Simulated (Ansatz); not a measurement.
**SrMn2As2 (P-3m1): which magnetic order lies lowest**

The task here is to estimate one member of a computed series from the others.

Program: Ansatz 0.2.0. Level of theory: DFT LDA, scalar-relativistic, plane waves, PAW. These are calculated values, not measurements.

## The system as given

The structure is trigonal, space group P-3m1 (No. 164). The conventional cell has a = 3.865 Å, b = 3.865 Å, c = 7.188 Å, α = 90.00°, β = 90.00°, γ = 120.00°. Sr (site symmetry -3m) is surrounded by 6 As at 3.03 Å. Mn (site symmetry 3m) has 4 As at 2.31 to 2.36 Å as nearest neighbours. Around As (site symmetry 3m) lie 4 Mn at 2.31 to 2.36 Å and 3 Sr at 3.03 Å.

As a file:

```cif
data_structure
_symmetry_space_group_name_H-M 'P-3m1'
_symmetry_Int_Tables_number 164
_cell_length_a 3.8647
_cell_length_b 3.8647
_cell_length_c 7.1883
_cell_angle_alpha 90.000
_cell_angle_beta 90.000
_cell_angle_gamma 120.000
_cell_volume 92.98
loop_
_atom_site_label
_atom_site_type_symbol
_atom_site_symmetry_multiplicity
_atom_site_Wyckoff_symbol
_atom_site_fract_x
_atom_site_fract_y
_atom_site_fract_z
_atom_site_occupancy
Sr1 Sr 1 a 0.00000 0.00000 0.00000 1
Mn1 Mn 2 d 0.66667 0.33333 0.39287 1
As1 As 2 d 0.66667 0.33333 0.71471 1
```

An earlier run at LDA left this cell at 18.596 Å³/atom and -0.01 GPa (12×12×6 mesh).

Set-up of the first run:

Contents of input.yaml:

```yaml
crystal:
  lattice:
    - [3.8647221419, 0.0, 0.0]
    - [-1.932361071, 3.3469475534, 0.0]
    - [0.0, 0.0, 7.1882659168]
  atoms:
    - { symbol: Sr, position: [0.0, 0.0, 0.0] }
    - { symbol: Mn, position: [0.6666666667, 0.3333333333, 0.3928715265], spin: 3.5 }
    - { symbol: Mn, position: [0.3333333333, 0.6666666667, 0.6071284735], spin: -3.5 }
    - { symbol: As, position: [0.6666666667, 0.3333333333, 0.7147113051] }
    - { symbol: As, position: [0.3333333333, 0.6666666667, 0.2852886949] }
basis:
  ecutwfc: 420
  ecutrho_ratio: 4
kpoints:
  mp_grid: { grid: [12, 12, 6] }
hamiltonian:
  xc: lda
scf:
  occupations: { method: gaussian, width: 0.05 }
  lower_state_search: "off"
output:
  forces: true
  stress: true
  eigenvalues: true
  populations: true
magnetization:
  spin_polarized: true
```

On the command line:

```sh
ansatz run input.yaml --threads 4 --pin off --max-ram 10240MiB --backend cpu --events-out ev --progress --plain --runs-dir out
```

Among the steps run: Antiferromagnetic, in the cell as typed; Ferromagnetic, larger cell; Antiferromagnetic, propagation vector (0, 0, 1/2); Antiferromagnetic, propagation vector (0, 1/2, 0); Antiferromagnetic, propagation vector (0, 1/2, 1/2); No spin polarisation.

One table of the session follows, with a row left open; its other results are not shown here.

It belongs to the step «The orders side by side». 

| order | above the lowest (meV/atom) | largest moment (μB) |
| --- | --- | --- |
| ferromagnetic | 5.7 | 1.85 |
| antiferromagnetic, in the cell as typed | 0.0 | 2.40 |
| antiferromagnetic, propagation vector (0, 0, 1/2) (1) | 2.6 | 2.39 |
| antiferromagnetic, propagation vector (0, 0, 1/2) (2) | 4.3 | 1.88 |
| antiferromagnetic, propagation vector (0, 1/2, 0) | ? | ? |
| antiferromagnetic, propagation vector (0, 1/2, 1/2) | 20.8 | 2.03 |
| no spin polarisation | 82.1 | 0.00 |

**Question.** Estimate the row for antiferromagnetic, propagation vector (0, 1/2, 0).

**Answer.** above the lowest (meV/atom): 21.4; largest moment (μB): 2.06. In the column «above the lowest (meV/atom)» it lies between antiferromagnetic, propagation vector (0, 1/2, 1/2) (20.8) and no spin polarisation (82.1).

The first row is the run of the earlier session that started with parallel moments (-4135.2531 eV/atom).

Limits of these values: Only these orders were tried, at zero temperature; the one found in experiment may not be among them.
